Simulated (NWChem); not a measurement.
**C8H9F5O2 (SMILES C=C(C)CCOC(=O)C(F)(F)C(F)(F)F) at PWB6K-D3(0)/3-21G**

What is the vertical singlet–triplet gap of C8H9F5O2 at PWB6K-D3(0)/3-21G? 

The calculation is run with NWChem 7.3.0.

1 further run of the same task is left out (set aside as unsound or not needed).

### 1 The structure to begin with

C8H9F5O2: 24 atoms, total charge 0, spin state singlet. As SMILES, `C=C(C)CCOC(=O)C(F)(F)C(F)(F)F`. Geometry: relaxed at GFN2-xTB. This is one conformer, not always the lowest.

Some bond lengths: C1–C2 1.323 Å, C2–C3 1.500 Å, C2–C4 1.506 Å, C4–C5 1.519 Å, C5–O6 1.441 Å, O6–C7 1.308 Å, C7–O8 1.193 Å, C7–C9 1.562 Å, C9–F10 1.345 Å, C9–F11 1.350 Å, C9–C12 1.551 Å, C12–F13 1.327 Å, C12–F14 1.335 Å, C12–F15 1.331 Å, C1–H16 1.076 Å, C1–H17 1.075 Å. Some angles: C1–C2–C3 122.0°, C1–C2–C4 124.6°, C3–C2–C4 113.3°, C2–C4–C5 114.9°, C4–C5–O6 107.3°, C5–O6–C7 116.8°, O6–C7–O8 128.3°, O6–C7–C9 109.1°, O8–C7–C9 122.5°, C7–C9–F10 110.8°.

### 2 Energy and gradient at PWB6K-D3(0)/3-21G

File run.py:

```python
from ase import Atoms
from ase.calculators.nwchem import NWChem

molecule = Atoms(['C', 'C', 'C', 'C', 'C', 'O', 'C', 'O', 'C', 'F', 'F', 'C', 'F', 'F', 'F', 'H', 'H', 'H', 'H', 'H', 'H', 'H', 'H', 'H'], positions=[
    [-3.036150, -1.309680, 0.245600],
    [-2.695990, -0.044430, 0.065070],
    [-3.713040, 1.057310, 0.042630],
    [-1.284610, 0.442300, -0.136110],
    [-0.227240, -0.648540, -0.144180],
    [1.046550, -0.008370, -0.356460],
    [2.091010, -0.789100, -0.452520],
    [2.133990, -1.979190, -0.381710],
    [3.369750, 0.087810, -0.643810],
    [4.341710, -0.612730, -1.255690],
    [3.114250, 1.168420, -1.411590],
    [3.888340, 0.571670, 0.736000],
    [4.954750, 1.354440, 0.627810],
    [2.939740, 1.261890, 1.373220],
    [4.213940, -0.463820, 1.506750],
    [-4.066110, -1.590610, 0.383780],
    [-2.325630, -2.115950, 0.264640],
    [-3.688070, 1.576390, -0.914550],
    [-3.496710, 1.788490, 0.820190],
    [-4.713600, 0.666200, 0.200420],
    [-1.038410, 1.156420, 0.654420],
    [-1.228360, 0.985410, -1.083380],
    [-0.391980, -1.370300, -0.949470],
    [-0.188140, -1.184020, 0.808930],
])

calc = NWChem(
    label='sp',
    theory='dft',
    memory='2900 mb',
    basis='3-21G',
    dft={'xc': 'pwb6k', 'mult': '1', 'disp': 'vdw 3', 'grid': 'fine', 'convergence': 'energy 1e-06', 'print': 'low'},
)
molecule.calc = calc

forces = molecule.get_forces()
print("Total energy (eV):", round(molecule.get_potential_energy(), 6))
print("forces (eV/A):")
for s, f in zip(molecule.symbols, forces):
    print(f"{s:2s} {f[0]:10.5f} {f[1]:10.5f} {f[2]:10.5f}")
```

On the command line:

```sh
$ export ASE_NWCHEM_COMMAND="nwchem PREFIX.nwi > PREFIX.nwo"
$ python run.py
```

Standard output:

```text
Total energy (eV): -25989.794481
forces (eV/A):
C     0.02165    0.05240   -0.01291
C     0.15540   -0.05980   -0.00992
C    -0.05168    0.00761    0.00514
C     0.28169    0.05307   -0.03358
C    -1.03050   -0.67239    0.18476
O    -0.27187    1.07169   -0.00967
C     2.38922    1.06619   -0.24261
O    -0.25037   -1.07524    0.08253
C    -0.71112   -0.00920    1.09092
F     0.38824   -0.71353    0.10336
F    -0.41004    0.58889    0.01985
C    -0.53911   -0.25032   -0.82116
F     0.69960    0.46439   -0.47421
F    -0.74871    0.27511   -0.00098
F     0.06423   -0.90621    0.13231
H    -0.00689    0.01532    0.00077
H     0.10840   -0.01615   -0.00854
H    -0.00699   -0.00612    0.02581
H    -0.01625   -0.01013   -0.01825
H     0.03101    0.04109   -0.00699
H    -0.01512   -0.09205   -0.11997
H     0.01949   -0.07436    0.13262
H    -0.01404    0.15699    0.25428
H    -0.08623    0.09282   -0.27351
```

The calculator wrote sp.nwi:

```
title "sp"

permanent_dir sp

scratch_dir sp

start sp

geometry units angstrom nocenter noautosym noautoz
  C  -3.0361500000000001e+00 -1.3096800000000000e+00 2.4560000000000001e-01
  C  -2.6959900000000001e+00 -4.4429999999999997e-02 6.5070000000000003e-02
  C  -3.7130399999999999e+00 1.0573100000000000e+00 4.2630000000000001e-02
  C  -1.2846100000000000e+00 4.4230000000000003e-01 -1.3611000000000001e-01
  C  -2.2724000000000000e-01 -6.4854000000000001e-01 -1.4418000000000000e-01
  O  1.0465500000000001e+00 -8.3700000000000007e-03 -3.5646000000000000e-01
  C  2.0910099999999998e+00 -7.8910000000000002e-01 -4.5251999999999998e-01
  O  2.1339899999999998e+00 -1.9791900000000000e+00 -3.8170999999999999e-01
  C  3.3697499999999998e+00 8.7809999999999999e-02 -6.4380999999999999e-01
  F  4.3417100000000000e+00 -6.1273000000000000e-01 -1.2556900000000000e+00
  F  3.1142500000000002e+00 1.1684200000000000e+00 -1.4115899999999999e+00
  C  3.8883399999999999e+00 5.7167000000000001e-01 7.3599999999999999e-01
  F  4.9547499999999998e+00 1.3544400000000001e+00 6.2780999999999998e-01
  F  2.9397400000000000e+00 1.2618900000000000e+00 1.3732200000000001e+00
  F  4.2139400000000000e+00 -4.6382000000000001e-01 1.5067500000000000e+00
  H  -4.0661100000000001e+00 -1.5906100000000001e+00 3.8378000000000001e-01
  H  -2.3256299999999999e+00 -2.1159500000000002e+00 2.6463999999999999e-01
  H  -3.6880700000000002e+00 1.5763900000000000e+00 -9.1454999999999997e-01
  H  -3.4967100000000002e+00 1.7884899999999999e+00 8.2018999999999997e-01
  H  -4.7135999999999996e+00 6.6620000000000001e-01 2.0041999999999999e-01
  H  -1.0384100000000001e+00 1.1564200000000000e+00 6.5442000000000000e-01
  H  -1.2283599999999999e+00 9.8541000000000001e-01 -1.0833800000000000e+00
  H  -3.9198000000000000e-01 -1.3703000000000001e+00 -9.4947000000000004e-01
  H  -1.8814000000000000e-01 -1.1840200000000001e+00 8.0893000000000004e-01
end

memory 2900 mb

basis noprint
   * library 3-21G
end

dft
  xc pwb6k
  mult 1
  disp vdw 3
  grid fine
  convergence energy 1e-06
  print low
end

task dft gradient
```

sp.nwo, cut to the lines that bear on the results:

```text
[...]
 d= 0,ls=0.0,diis     1   -954.6580215294 -2.07D+03  2.07D-02  3.48D+00     9.3
[...]
 d= 0,ls=0.0,diis    10   -955.1073384457 -4.84D-08  2.32D-06  7.93D-08    69.9
         Total DFT energy =     -955.107338445672
      One electron energy =    -3524.751800104072
           Coulomb energy =     1574.552229271244
    Exchange-Corr. energy =     -116.577258311839
 Nuclear repulsion energy =     1111.675782864462
    Dispersion correction =       -0.006292165468
[...]
                         DFT ENERGY GRADIENTS
    atom               coordinates                        gradient
                 x          y          z           x          y          z
   1 C      -5.737492  -2.474936   0.464117   -0.000421  -0.001019   0.000251
   2 C      -5.094682  -0.083961   0.122964   -0.003022   0.001163   0.000193
   3 C      -7.016628   1.998026   0.080559    0.001005  -0.000148  -0.000100
[... 20 lines of this table left out ...]
  24 H      -0.355533  -2.237473   1.528656    0.001677  -0.001805   0.005319
 Task  times  cpu:       91.5s     wall:       91.5s
 Total times  cpu:       91.5s     wall:       91.5s
```

Run time: 93 s. Hardware: 1 thread of Intel Xeon Platinum 8259CL at 2.50GHz (Skylake/Cascade Lake), shared host; peak memory 0.15 GiB.

### 3 The triplet, same level

File struct.xyz:

```xyz
24

C     -3.036150    -1.309680     0.245600
C     -2.695990    -0.044430     0.065070
C     -3.713040     1.057310     0.042630
C     -1.284610     0.442300    -0.136110
C     -0.227240    -0.648540    -0.144180
O      1.046550    -0.008370    -0.356460
C      2.091010    -0.789100    -0.452520
O      2.133990    -1.979190    -0.381710
C      3.369750     0.087810    -0.643810
F      4.341710    -0.612730    -1.255690
F      3.114250     1.168420    -1.411590
C      3.888340     0.571670     0.736000
F      4.954750     1.354440     0.627810
F      2.939740     1.261890     1.373220
F      4.213940    -0.463820     1.506750
H     -4.066110    -1.590610     0.383780
H     -2.325630    -2.115950     0.264640
H     -3.688070     1.576390    -0.914550
H     -3.496710     1.788490     0.820190
H     -4.713600     0.666200     0.200420
H     -1.038410     1.156420     0.654420
H     -1.228360     0.985410    -1.083380
H     -0.391980    -1.370300    -0.949470
H     -0.188140    -1.184020     0.808930
```

File run.py:

```python
from ase.io import read
from ase.calculators.nwchem import NWChem

molecule = read('struct.xyz')

calc = NWChem(
    label='struct',
    theory='dft',
    memory='2900 mb',
    basis='3-21G',
    dft={'xc': 'pwb6k', 'mult': '3', 'disp': 'vdw 3', 'grid': 'fine', 'convergence': 'energy 1e-06', 'iterations': '150'},
)
molecule.calc = calc

forces = molecule.get_forces()
e = molecule.get_potential_energy()
print(f"E = {e:.6f} eV")
print("forces (eV/A):")
for s, f in zip(molecule.symbols, forces):
    print(f"{s:2s} {f[0]:10.5f} {f[1]:10.5f} {f[2]:10.5f}")
```

On the command line:

```sh
$ export ASE_NWCHEM_COMMAND="nwchem PREFIX.nwi > PREFIX.nwo"
$ python run.py
```

Standard output:

```text
E = -25985.086707 eV
forces (eV/A):
C    -2.80718  -10.16331    1.46008
C     2.98963   10.56019   -1.53253
C     0.33548   -0.66895    0.04865
C    -0.31151   -0.21474    0.05538
C    -0.99234   -0.67394    0.18013
O    -0.28508    1.04968   -0.00689
C     2.39642    1.07308   -0.24343
O    -0.25171   -1.08346    0.08315
C    -0.71281   -0.00530    1.09004
F     0.38963   -0.71518    0.10259
F    -0.40896    0.58595    0.02103
C    -0.54327   -0.24544   -0.82136
F     0.70032    0.46357   -0.47442
F    -0.74649    0.27290   -0.00154
F     0.06515   -0.90842    0.13354
H     0.06618   -0.09009    0.00288
H    -0.01368   -0.05554    0.00915
H    -0.06849    0.17941   -0.09657
H    -0.05132    0.19731    0.06047
H    -0.02854    0.06685   -0.00355
H     0.14583    0.07775   -0.04767
H     0.14907    0.07482    0.00715
H     0.02926    0.14336    0.25104
H    -0.04561    0.07945   -0.27742
```

The calculator wrote struct.nwi:

```
title "struct"

permanent_dir struct

scratch_dir struct

start struct

geometry units angstrom nocenter noautosym noautoz
  C  -3.0361500000000001e+00 -1.3096800000000000e+00 2.4560000000000001e-01
  C  -2.6959900000000001e+00 -4.4429999999999997e-02 6.5070000000000003e-02
  C  -3.7130399999999999e+00 1.0573100000000000e+00 4.2630000000000001e-02
  C  -1.2846100000000000e+00 4.4230000000000003e-01 -1.3611000000000001e-01
  C  -2.2724000000000000e-01 -6.4854000000000001e-01 -1.4418000000000000e-01
  O  1.0465500000000001e+00 -8.3700000000000007e-03 -3.5646000000000000e-01
  C  2.0910099999999998e+00 -7.8910000000000002e-01 -4.5251999999999998e-01
  O  2.1339899999999998e+00 -1.9791900000000000e+00 -3.8170999999999999e-01
  C  3.3697499999999998e+00 8.7809999999999999e-02 -6.4380999999999999e-01
  F  4.3417100000000000e+00 -6.1273000000000000e-01 -1.2556900000000000e+00
  F  3.1142500000000002e+00 1.1684200000000000e+00 -1.4115899999999999e+00
  C  3.8883399999999999e+00 5.7167000000000001e-01 7.3599999999999999e-01
  F  4.9547499999999998e+00 1.3544400000000001e+00 6.2780999999999998e-01
  F  2.9397400000000000e+00 1.2618900000000000e+00 1.3732200000000001e+00
  F  4.2139400000000000e+00 -4.6382000000000001e-01 1.5067500000000000e+00
  H  -4.0661100000000001e+00 -1.5906100000000001e+00 3.8378000000000001e-01
  H  -2.3256299999999999e+00 -2.1159500000000002e+00 2.6463999999999999e-01
  H  -3.6880700000000002e+00 1.5763900000000000e+00 -9.1454999999999997e-01
  H  -3.4967100000000002e+00 1.7884899999999999e+00 8.2018999999999997e-01
  H  -4.7135999999999996e+00 6.6620000000000001e-01 2.0041999999999999e-01
  H  -1.0384100000000001e+00 1.1564200000000000e+00 6.5442000000000000e-01
  H  -1.2283599999999999e+00 9.8541000000000001e-01 -1.0833800000000000e+00
  H  -3.9198000000000000e-01 -1.3703000000000001e+00 -9.4947000000000004e-01
  H  -1.8814000000000000e-01 -1.1840200000000001e+00 8.0893000000000004e-01
end

memory 2900 mb

basis noprint
   * library 3-21G
end

dft
  xc pwb6k
  mult 3
  disp vdw 3
  grid fine
  convergence energy 1e-06
  iterations 150
end

task dft gradient
```

struct.nwo, cut to the lines that bear on the results:

```text
[...]
         Total DFT energy =     -954.934330941481
[...]
  wavefunction    = open shell
                         DFT ENERGY GRADIENTS
    atom               coordinates                        gradient
                 x          y          z           x          y          z
   1 C      -5.737492  -2.474936   0.464117    0.054591   0.197645  -0.028394
   2 C      -5.094682  -0.083961   0.122964   -0.058139  -0.205363   0.029803
   3 C      -7.016628   1.998026   0.080559   -0.006524   0.013009  -0.000946
[... 20 lines of this table left out ...]
  24 H      -0.355533  -2.237473   1.528656    0.000887  -0.001545   0.005395
[...]
```

It took 8.1 min on 1 thread of Intel Xeon Platinum 8259CL at 2.50GHz (Skylake/Cascade Lake), shared host; peak memory 0.15 GiB.

### 4 Outcome

Level: PWB6K-D3(0)/3-21G.

| quantity | value |
| --- | --- |
| singlet: total energy | -955.10734 Eh |
| singlet: dispersion energy | -16.52 kJ/mol |
| singlet: largest force on an atom | 2.628 eV/Å |
| triplet: total energy | -954.93433 Eh |
| triplet: dipole moment | 3.73 D |
| triplet: HOMO energy (highest over α and β) | -3.78 eV |
| triplet: LUMO energy (lowest over α and β) | -3.17 eV |
| triplet: dispersion energy | -16.52 kJ/mol |
| triplet: ⟨S²⟩ | 2.007 |
| triplet: largest force on an atom | 11.082 eV/Å |
| vertical energy of the triplet above the singlet | 4.708 eV |

What this shows: At this shape the triplet lies 4.71 eV (109 kcal/mol) above the singlet. The largest force (singlet) is 2.63 eV/Å: the shape isn't a stationary point for this species at this level.
